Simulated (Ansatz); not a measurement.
# SnClF (SMILES [F][Sn][Cl]): CCSD/STO-3G

Aim: the electronic atomisation energy of SnClF at CCSD/STO-3G, from 4 runs. 

Program for the calculation: Ansatz 0.2.0.

59 further runs of the same task are left out: 12 that didn't finish, 47 set aside as unsound or not needed.

**1. The structure to begin with**

The species is SnClF (3 atoms), meant as a singlet with charge 0. As SMILES, `[F][Sn][Cl]`. Geometry: relaxed at PBE0-D4/def2-TZVP.

Bond lengths: F1–Sn2 1.935 Å, Sn2–Cl3 2.360 Å. Angles: F1–Sn2–Cl3 96.9°.

**2. A single-point energy at CCSD/STO-3G**

The input, in.yaml:

```yaml
crystal:
  periodic: [false, false, false]
  atoms:
    - {symbol: F, position_ang: [-1.389600, 0.223100, -0.744400]}
    - {symbol: Sn, position_ang: [0.164300, 0.898100, 0.190700]}
    - {symbol: Cl, position_ang: [1.214300, -1.186000, 0.540500]}
basis:
  gaussian: {orbitals: STO-3G}
correlation: {method: ccsd, frozen_orbitals: {Cl: 5, F: 1, Sn: 18}}
accuracy: high
scf: {omitted_lower_state_checks: [cluster_reference, increment]}
```

Launch:

```sh
$ ansatz run in.yaml --threads 1 --pin off --max-ram 2610MiB --events-out events.jsonl --progress --plain --runs-dir runs
```

Log, cut to the lines that bear on the results:

```text
Warning: RAYON_NUM_THREADS=1 ignored (pool sized by the plan → 1); use --threads N
Functional definition: HF
  name "HF"
[...]
752 factors; integrals over basis functions are off by at most 5.4e-9 eV
[...]
mean field -177308.66428284 eV, -6515.9732282651 hartree, gradient 3.3e-8 eV, S^2 0.000000; 0 other end points of the search recorded, 0 dependent functions left out
24 core orbitals not correlated: weight in the atoms' cores, before any rotation towards them, 1.000 or more for the frozen orbitals, at most 0.000 for the correlated occupied ones
reference -177308.66428284 eV, -6515.9732282651 hartree; 14, 14 occupied and 3, 3 virtual orbitals, 752 factors
second order -1.42563800 eV of doubles, -0.00000000 eV of singles
cycle   1  -1.49141181 eV  change   -6.6e-2 eV  update   1.2e-1
[...]
cycle  21  -1.76237151 eV  change   -1.0e-9 eV  update   1.6e-9
Total energy: -177310.42665435 eV, -6516.0379942234 hartree
Checks for a lower state left out: cluster_reference, increment
```

It took 1.1 s on 1 thread of Arm Neoverse V1, shared host; peak memory 0.1 GiB.

**3. The Cl atom**

The input, input.yaml:

```yaml
crystal:
  periodic: [false, false, false]
  atoms:
    - {symbol: Cl, position_ang: [0.000000, 0.000000, 0.000000]}
basis:
  gaussian:
    orbitals: STO-3G
magnetization:
  spin_polarized: true
  initial_magnetization: 1
correlation:
  method: ccsd
  frozen_orbitals: {Cl: 5}
accuracy: high
scf:
  omitted_lower_state_checks: [cluster_reference, increment]
```

Run the same way, it converges to -454.54219 Eh (log not shown).

**4. The F atom, same level**

The input, input.yaml:

```yaml
crystal:
  periodic: [false, false, false]
  atoms:
    - {symbol: F, position_ang: [0.000000, 0.000000, 0.000000]}
basis:
  gaussian: {orbitals: STO-3G}
correlation: {method: ccsd, frozen_orbitals: {F: 1}}
magnetization: {spin_polarized: true, initial_magnetization: 1}
accuracy: high
scf: {omitted_lower_state_checks: [cluster_reference, increment]}
```

Run the same way, it converges to -97.98651 Eh (log not shown).

**5. The Sn atom at the same level**

The input, molecule.yaml:

```yaml
basis:
  gaussian:
    orbitals: STO-3G
crystal:
  periodic: [false, false, false]
  atoms:
    - symbol: Sn
      position_ang: [0.000000, 0.000000, 0.000000]
magnetization:
  spin_polarized: true
  initial_magnetization: 2
correlation:
  method: ccsd
  frozen_orbitals: {Sn: 18}
accuracy: high
scf:
  omitted_lower_state_checks: [cluster_reference, increment]
```

Run the same way, it converges to -5963.21986 Eh (log not shown).

**6. Summary of results**

Level: CCSD/STO-3G, 24 core orbitals frozen.

| quantity | value |
| --- | --- |
| molecule: total energy | -6516.03799 Eh |
| molecule: correlation energy (24 core orbitals frozen) | -64.8 mEh |
| molecule: T1 diagnostic | 0.019 |
| Cl atom: total energy | -454.54219 Eh |
| Cl atom: correlation energy (5 core orbitals frozen) | 0.0 mEh |
| Cl atom: ⟨S²⟩ of the reference determinant | 0.750 |
| Cl atom: T1 diagnostic | 0.000 |
| F atom: total energy | -97.98651 Eh |
| F atom: correlation energy (1 core orbital frozen) | 0.0 mEh |
| F atom: ⟨S²⟩ of the reference determinant | 0.750 |
| F atom: T1 diagnostic | 0.000 |
| Sn atom: total energy | -5963.21986 Eh |
| Sn atom: correlation energy (18 core orbitals frozen) | -13.7 mEh |
| Sn atom: ⟨S²⟩ of the reference determinant | 2.000 |
| Sn atom: T1 diagnostic | 0.000 |
| electronic atomisation energy | 7.876 eV |

**Reading.** Taking the molecule apart into free atoms costs 7.88 eV (182 kcal/mol), before zero-point energy and without spin-orbit coupling. In a minimal basis such a difference can be off by several eV, whatever the method. Relativity is left out (molecule) although the molecule holds a heavy atom. Relativity is left out (Sn atom) although the molecule holds a heavy atom.
